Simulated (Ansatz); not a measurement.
# C: response to strain

Aim: deform C (equal xy, yz and zx engineering shear strains of +1 %) and compute stress, forces and field gradients with LAPW, PAW and all-electron datasets made for the crystal.

Method: DFT LDA, scalar-relativistic, in Ansatz 0.2.0.

## (1) The structure to begin with

Symmetry: Fd-3m, No. 227, cubic system. Conventional cell: a = 3.567 Å, b = 3.567 Å, c = 3.567 Å, α = 90.00°, β = 90.00°, γ = 90.00°. C (site symmetry -43m) is surrounded by 4 C at 1.54 Å.

Coordinates:

```
C
1.0
     0.00000    1.78340    1.78340
     1.78340    0.00000    1.78340
     1.78340    1.78340    0.00000
C
2
Direct
  0.50000 0.50000 0.50000
  0.75000 0.75000 0.75000
```

Atoms are numbered in the order of the input: C1, C2.

## (2) After the deformation

Space group Fd-3m before, R-3m after.

## (3) All-electron LAPW

File input.yaml:

```yaml
crystal:
  lattice:
    - [0.017834, 1.792317, 1.792317]
    - [1.792317, 0.017834, 1.792317]
    - [1.792317, 1.792317, 0.017834]
  atoms:
    - { symbol: C, position: [0.5, 0.5, 0.5] }
    - { symbol: C, position: [0.75, 0.75, 0.75] }
kpoints:
  mp_grid: { grid: [20, 20, 20] }
  band_path:
    path:
      - [0.0, 0.0, 0.0]
      - [0.5, 0.5, 0.5]
      - [0.247543133, 0.5, 0.752456867]
      - [-0.247543133, 0.247543133, 0.5]
      - [0.0, 0.0, 0.5]
      - [0.0, 0.0, 0.0]
      - [-0.3737715665, 0.0, 0.3737715665]
      - [0.0, 0.3737715665, 0.6262284335]
      - [0.0, 0.5, 0.5]
    npoints: 5
scf:
  occupations: { method: fermi_dirac, width: 0.08 }
hamiltonian:
  xc: lda
  pseudopotentials: { kind: all_electron, lapw: { basis_error: 0.0005 } }
output:
  forces: true
  stress: true
  eigenvalues: true
```

The run is started by

```console
ansatz run input.yaml --threads 1 --pin off --max-ram 3072MiB --backend cpu --events-out ev --progress --plain --runs-dir out
```

## (4) PAW with frozen cores

File input.yaml:

```yaml
crystal:
  lattice:
    - [0.017834, 1.792317, 1.792317]
    - [1.792317, 0.017834, 1.792317]
    - [1.792317, 1.792317, 0.017834]
  atoms:
    - { symbol: C, position: [0.5, 0.5, 0.5] }
    - { symbol: C, position: [0.75, 0.75, 0.75] }
kpoints:
  mp_grid: { grid: [20, 20, 20] }
scf:
  occupations: { method: fermi_dirac, width: 0.08 }
hamiltonian:
  xc: lda
  pseudopotentials: { kind: paw }
output:
  forces: true
  stress: true
  eigenvalues: true
  efg: { contact_densities: true }
```

## (5) All-electron PAW on datasets made for the crystal

Edit input.yaml of step 4 so:

```diff
@@ -14,3 +14,3 @@
   xc: lda
-  pseudopotentials: { kind: paw }
+  pseudopotentials: { kind: all_electron, datasets: crystal }
 output:
```

(Steps that only read results are left out.)

**Question.** What will these runs give? Wanted: pressure; largest shear or deviatoric stress.

As calculated:

| quantity | value |
| --- | --- |
| pressure | LAPW -12.85, PAW -12.96, crystal datasets -12.85 GPa |
| largest shear or deviatoric stress (LAPW) | 5.51 GPa |

What this shows: The largest part of the stress beyond the pressure is 5.51 GPa in size; the atoms are carried along and not relaxed. No run of the undeformed cell stands beside it, so the pressure holds what the given cell had before the change. PAW: stress within 0.12 GPa of LAPW, forces within 1 meV/Å. Crystal datasets: stress within 0.01 GPa of LAPW, forces within 1 meV/Å.
